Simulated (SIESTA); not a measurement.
Crystal: HPbNO4.

```
H Pb N O
1.0
     4.12040   -0.00081   -0.01120
     0.00404    6.42722    0.05360
     0.02791    3.20707    7.74994
H Pb N O
2 2 2 8
Direct
  0.90366 0.21821 0.48851
  0.40337 0.78177 0.51142
  0.39455 0.30863 0.70725
  0.89489 0.69135 0.29266
  0.63409 0.19990 0.20730
  0.13386 0.80012 0.79275
  0.90829 0.32866 0.54369
  0.53792 0.39076 0.19497
  0.53483 0.11279 0.10602
  0.83718 0.08887 0.32672
  0.40817 0.67132 0.45624
  0.03774 0.60924 0.80520
  0.03429 0.88737 0.89397
  0.33716 0.91101 0.67330
```

The cell was built by a generator and needn't be a form met in nature.

Base run:

- Program: SIESTA 5.4.2
- Functional: PBE
- Potentials or basis: PseudoDojo 0.4 standard (PBE files)
- Basis: DZ (energy shift 0.003 Ry; two zetas on semicore shells)
- Grid cutoff: 800 Ry
- Energy shift: 0.003 Ry
- k mesh: 7 × 5 × 4
- Occupations: fermi-dirac, width 0.05 eV
- Spin: no spin polarisation

Its results: band gap on the k mesh 2.97 eV, indirect (least direct gap 3.11 eV); pressure 8.0 GPa; largest force 4.272 eV/Å.

Q: The run is repeated on the same cell with these changes: basis from DZ (energy shift 0.003 Ry; two zetas on semicore shells) to SZ (energy shift 0.003 Ry). What comes out?

A: Band gap on the k mesh 2.53 eV, indirect (least direct gap 2.67 eV); pressure 23.7 GPa; largest force 12.243 eV/Å.

Caveats: the basis has no polarisation orbitals; spin-orbit coupling is left out, which as a rule narrows the gap of such compounds by several tenths of an eV; the basis of atomic orbitals isn't converged, which shifts pressures, moduli and gaps; forces of over 1 eV/Å show positions far from the minimum, so gaps and moduli don't describe the material at rest.
